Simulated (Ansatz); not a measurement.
# C5HF7: how energies converge with the basis set

The task here is to estimate one member of a computed series from the others.

Method: one geometry, several basis sets; program: Ansatz 0.2.0, Gaussian basis.

Plan: PBE0-D4/def2-SVP; ωB97M-V/def2-SVP; PBE0-D4/def2-QZVPP; ωB97M-V/def2-QZVPP; the functionals' def2-TZVPP values are taken from earlier runs.

## The geometry

An earlier PBE0-D4 in a triple-zeta def2 set relaxation fixed the geometry.

SMILES `FC1=C(F)C(F)(F)C(F)C1(F)F`, 13 atoms, charge 0, spin multiplicity 1.

Atoms are counted from 1 here; the program's logs count them from 0.

Bond lengths: F1–C2 1.310 Å, C2–C3 1.327 Å, C2–C10 1.493 Å, C3–F4 1.310 Å, C3–C5 1.493 Å, C5–F6 1.352 Å, C5–F7 1.346 Å, C5–C8 1.541 Å, C8–F9 1.351 Å, C8–C10 1.541 Å, C8–H13 1.093 Å, C10–F11 1.346 Å, C10–F12 1.352 Å. Angles: F1–C2–C3 127.3°, F1–C2–C10 120.7°, C3–C2–C10 112.1°, C2–C3–F4 127.3°, C2–C3–C5 112.1°, F4–C3–C5 120.7°, C3–C5–F6 111.4°, C3–C5–F7 111.9°, C3–C5–C8 103.7°, F6–C5–F7 106.9°, F6–C5–C8 111.5°, F7–C5–C8 111.5°, C5–C8–F9 112.3°, C5–C8–C10 105.2°, C5–C8–H13 108.5°, F9–C8–C10 112.3°, F9–C8–H13 109.7°, C10–C8–H13 108.5° and more.

As a file:

```mol
C5HF7
  3D, bonds by distance, orders not assigned

 13 13  0  0  0  0  0  0  0  0999 V2000
   -2.0227   -1.2415   -1.1954 F   0  0
   -1.0520   -0.6721   -0.5252 C   0  0
   -0.9141   -0.6107    0.7931 C   0  0
   -1.7199   -1.1066    1.6989 F   0  0
    0.3309    0.1096    1.1935 C   0  0
    0.0779    1.0442    2.1374 F   0  0
    1.2514   -0.7267    1.7091 F   0  0
    0.8213    0.7499   -0.1197 C   0  0
    2.1632    0.6771   -0.2567 F   0  0
    0.0764   -0.0037   -1.2387 C   0  0
    0.8785   -0.8928   -1.8542 F   0  0
   -0.3752    0.8425   -2.1919 F   0  0
    0.5049    1.7959   -0.1353 H   0  0
  1  2  8  0
  2  3  8  0
  3  4  8  0
  3  5  8  0
  5  6  8  0
  5  7  8  0
  5  8  8  0
  8  9  8  0
  8 10  8  0
 10 11  8  0
 10 12  8  0
  8 13  8  0
  2 10  8  0
M  END
```

The first run:

The input, in.yaml:

```yaml
crystal:
  periodic: [false, false, false]
  atoms:
    - {symbol: F, position_ang: [-2.022748, -1.241513, -1.195449]}
    - {symbol: C, position_ang: [-1.052026, -0.672079, -0.525218]}
    - {symbol: C, position_ang: [-0.914079, -0.610650, 0.793093]}
    - {symbol: F, position_ang: [-1.719886, -1.106642, 1.698870]}
    - {symbol: C, position_ang: [0.330883, 0.109621, 1.193469]}
    - {symbol: F, position_ang: [0.077854, 1.044192, 2.137445]}
    - {symbol: F, position_ang: [1.251381, -0.726710, 1.709135]}
    - {symbol: C, position_ang: [0.821262, 0.749893, -0.119694]}
    - {symbol: F, position_ang: [2.163218, 0.677075, -0.256722]}
    - {symbol: C, position_ang: [0.076389, -0.003713, -1.238650]}
    - {symbol: F, position_ang: [0.878521, -0.892756, -1.854169]}
    - {symbol: F, position_ang: [-0.375159, 0.842452, -2.191879]}
    - {symbol: H, position_ang: [0.504888, 1.795928, -0.135333]}
basis:
  gaussian: {orbitals: def2-SVP}
hamiltonian: {xc: pbe0, dispersion: d4}
output: {orbitals: {seedname: orbitals}}
```

Started as:

```sh
ansatz run in.yaml --threads 4 --pin off --events-out ev --progress --plain --max-ram 66560MiB --backend cpu
```

Among the steps run: PBE0-D4 in def2-SVP; ωB97M-V in def2-SVP; PBE0-D4 in def2-QZVPP; ωB97M-V in def2-QZVPP.

One table of the session follows, with a row left open; its other results are not shown here.

It belongs to the step «Density functionals: the series». 

| functional | basis | HOMO (eV) |
| --- | --- | --- |
| PBE0-D4 | def2-SVP | -8.86 |
| PBE0-D4 | def2-TZVPP | -8.97 |
| PBE0-D4 | def2-QZVPP | -9.02 |
| ωB97M-V | def2-SVP | ? |
| ωB97M-V | def2-TZVPP | -11.21 |
| ωB97M-V | def2-QZVPP | -11.27 |

Q: Estimate the row for ωB97M-V, def2-SVP from the others.

**Answer.** HOMO (eV): -11.06. In the column «HOMO (eV)» it lies between ωB97M-V, def2-TZVPP (-11.21) and PBE0-D4, def2-QZVPP (-9.02).
